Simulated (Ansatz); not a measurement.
# H3SiTe: the cost of one run

Computed with Ansatz 0.2.0, Gaussian basis. Level: PBE-D4/STO-3G.

## 1. Where the work starts

SMILES `[SiH2-][TeH]`, 5 atoms, charge -1, spin multiplicity 1.

Atoms are counted from 1 here; the program's logs count them from 0.

Bond lengths: Si1–Te2 2.507 Å, Si1–H3 1.516 Å, Si1–H4 1.515 Å, Te2–H5 1.749 Å. Angles: Te2–Si1–H3 98.2°, Te2–Si1–H4 95.8°, H3–Si1–H4 94.1°, Si1–Te2–H5 95.0°.

As a file:

```xyz
5
H3SiTe
Si   -0.5174   -0.7241   -0.3680
Te    0.9085    1.1964    0.3823
H    -1.2144   -1.0032    0.9487
H     0.5391   -1.7903   -0.1605
H     0.2843    2.3211   -0.8024
```

## 2. Dynamics

Contents of md/in.yaml:

```yaml
crystal:
  periodic: [false, false, false]
  atoms:
    - {symbol: Si, position_ang: [-0.517390, -0.724070, -0.368040]}
    - {symbol: Te, position_ang: [0.908460, 1.196420, 0.382330]}
    - {symbol: H, position_ang: [-1.214440, -1.003190, 0.948680]}
    - {symbol: H, position_ang: [0.539100, -1.790310, -0.160520]}
    - {symbol: H, position_ang: [0.284260, 2.321140, -0.802450]}
basis:
  gaussian: {orbitals: STO-3G}
total_charge: -1
hamiltonian: {xc: pbe, dispersion: d4}
md: {n_steps: 60, timestep: 0.25, temperature: 500, ensemble: nvt_nose_hoover, seed: 520, initial_velocities: maxwell_boltzmann}
```

Launch:

```bash
$ ansatz run in.yaml --threads 2 --pin off --events-out ev --progress --plain --max-ram 3481MiB
```

**Question.** How long does this run take on 2 threads of AMD EPYC 7R43, shared host?

About 47 s.
